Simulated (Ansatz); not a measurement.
I need a geometry optimisation of CH₆ClNSSi, SMILES CS[SiH](N)Cl. Use the Ansatz DFT code, driven from Python. Settings: B3LYP, def2-SVP basis, multiplicity 1.

```xyz
11

C    -0.4324    1.3973   -1.2275
S     1.0517    1.0806   -0.3637
Si    0.4591   -0.3759    1.0537
N     0.0998   -1.7307    0.1797
Cl   -1.0499    0.2554    2.2076
H    -0.2815    2.1981   -2.0207
H    -0.8531    0.5451   -1.7129
H    -1.1929    1.8741   -0.5675
H     1.6330   -0.7592    1.9609
H    -0.1799   -2.4920    0.8571
H     0.8116   -2.0497   -0.3462
```

`opt_ch6clnssi.py`:
```python
"""Minimum-energy structure of CH6ClNSSi."""

import itertools

import ansatz as az
from ase.data import atomic_numbers, covalent_radii
import numpy as np


def main() -> None:
    geometry_ang = [
        ("C", [-0.4324, 1.3973, -1.2275]),
        ("S", [1.0517, 1.0806, -0.3637]),
        ("Si", [0.4591, -0.3759, 1.0537]),
        ("N", [0.0998, -1.7307, 0.1797]),
        ("Cl", [-1.0499, 0.2554, 2.2076]),
        ("H", [-0.2815, 2.1981, -2.0207]),
        ("H", [-0.8531, 0.5451, -1.7129]),
        ("H", [-1.1929, 1.8741, -0.5675]),
        ("H", [1.633, -0.7592, 1.9609]),
        ("H", [-0.1799, -2.492, 0.8571]),
        ("H", [0.8116, -2.0497, -0.3462]),
    ]
    molecule = az.Crystal.molecule()
    for symbol, xyz in geometry_ang:
        molecule = molecule.atom(symbol, xyz)

    model = (
        molecule.calculation()
        .basis(gaussian="def2-SVP")
        .functional("b3lyp")
    )
    symbols = [site.symbol for site in molecule.cartesian_sites]
    start = np.array([site.position_ang for site in molecule.cartesian_sites], dtype=float)
    report = model.relax(force_tolerance=0.005).run(threads=1, pin="off").report
    end = np.array(report["positions_ang"])

    for key in ("converged", "free_energy_ev", "reference_energy_ev", "n_frozen", "n_occupied", "n_virtual"):
        print(f"{key:22s} {report[key]}")

    # pairs closer than 1.2 times the sum of covalent radii, before or after
    radius = [covalent_radii[atomic_numbers[s]] for s in symbols]
    span = lambda where, i, j: np.linalg.norm(where[i] - where[j])
    bonded = [(i, j) for i, j in itertools.combinations(range(len(symbols)), 2) if min(span(start, i, j), span(end, i, j)) < 1.2 * (radius[i] + radius[j])]
    print("pair        before    after (A)")
    for i, j in bonded:
        print(f"{symbols[i]}{i}-{symbols[j]}{j}".ljust(10), f"{span(start, i, j):8.4f} {span(end, i, j):8.4f}")

    charges = report["charge_distribution"]
    dipole = np.array(charges["dipole_moment_e_ang"]) * 4.803205
    print("dipole (D): {:.3f} {:.3f} {:.3f}, length {:.3f}".format(*dipole, np.linalg.norm(dipole)))
    print("atom  Mulliken   Lowdin")
    for symbol, m, l in zip(symbols, charges["mulliken_charges_e"], charges["lowdin_charges_e"]):
        print(f"{symbol:4s} {m:9.3f} {l:8.3f}")


if __name__ == "__main__":
    main()
```

Running `python opt_ch6clnssi.py` prints:
```text
converged              True
free_energy_ev         -33853.02405861887
reference_energy_ev    -33853.02405861887
n_frozen               0
n_occupied             [33, 33]
n_virtual              [79, 79]
pair        before    after (A)
C0-S1        1.7461   1.8417
C0-H5        1.1372   1.0982
C0-H6        1.0672   1.0980
C0-H7        1.1141   1.0987
S1-Si2       2.1170   2.1364
Si2-N3       1.6518   1.7210
Si2-Cl4      2.0018   2.0905
Si2-H8       1.5323   1.4861
N3-H9        1.0567   1.0151
N3-H10       0.9407   1.0153
dipole (D): -0.275 -1.957 -1.741, length 2.634
atom  Mulliken   Lowdin
C       -0.091   -0.078
S       -0.255    0.176
Si       0.631   -0.019
N       -0.355    0.007
Cl      -0.280    0.035
H        0.059   -0.008
H        0.058   -0.015
H        0.068   -0.009
H       -0.093   -0.105
H        0.129    0.006
H        0.129    0.011
```

What to keep in mind:
- These settings explore the input space; basis and method may be short of convergence.
- The end point is the stationary point reached from this start; no frequency run checks that it is a minimum, and the basis set is modest.
- The Löwdin charges here are taken after orthogonalising the functions within each atom; they differ from plain Löwdin charges, and their signs can be unphysical.
- b3lyp holds the VWN-RPA fit, as in Gaussian; the form of ORCA and Turbomole is b3lyp5.
- It ran for 110 s on 1 thread of Intel(R) Xeon(R) Platinum 8375C CPU @ 2.90GHz (Ice Lake), on a shared host, peak memory 0.35 GiB.

(Lines on the test bed's own set-up are left out of the output.)
